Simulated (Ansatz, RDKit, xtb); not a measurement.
# C3H8BNSi: which of the isomers drawn lies lowest?

Which of a sample of isomers of C3H8BNSi is the most stable in the gas at 298.15 K, and what are its properties? The sample is small against all isomers, and the most stable one of this formula need not be in it.

The funnel: GFN2-xTB relaxations, single points with a density functional, relaxations at r2SCAN-D4/def2-SVP, harmonic vibrations (at GFN2-xTB), and a last energy at a higher level. All values are calculated.

## (1) Candidates

Isomers were taken from a list of plausible structures; this is a sample, not all of them. That gives 5 candidates.

```
label               SMILES     spin
 c046         BC[SiH2]CC#N  singlet
 c187      B[Si@@H](C)CC#N  singlet
 c520  B[C@@H](C#N)[SiH2]C  singlet
 c644       B[Si](C)(C)C#N  singlet
 c837      BC[Si@@H](C)C#N  singlet
```

Candidates are built by distance geometry, with a force field where one applies, in up to four conformers (letters a to d).

Q: Predict the outcome of this search (final energies at CCSD(T)/def2-SVP + MP2/def2-TZVPP - MP2/def2-SVP).

| quantity | value |
| --- | --- |
| lowest structure found | BC[Si@@H](C)C#N, singlet |
| next finalist | B[Si](C)(C)C#N, singlet, 10.3 kcal/mol higher in G |
| share at equilibrium, among the finalists | 100.0 % |

The search ends on `BC[Si@@H](C)C#N`. The margin of 10.3 kcal/mol over the next finalist is beyond the usual error of the last level; it says nothing of structures that weren't ranked. HF/STO-3G, r2SCAN-D4/def2-SVP, r2SCAN-D4/def2-SVP, relaxed, HF/def2-SVP and MP2/def2-SVP already put its bonding pattern lowest among the structures in one piece; GFN2-xTB favours the singlet B[C@@H](C#N)[SiH2]C (c520b, not a finalist). 3 minima inside the window were never screened. Lowest found is not proven lowest: the search is finite, and each finalist counts with one conformer. Only 5 drawn patterns were tried, so whole families of isomers are missing, and the result ranks this sample alone.
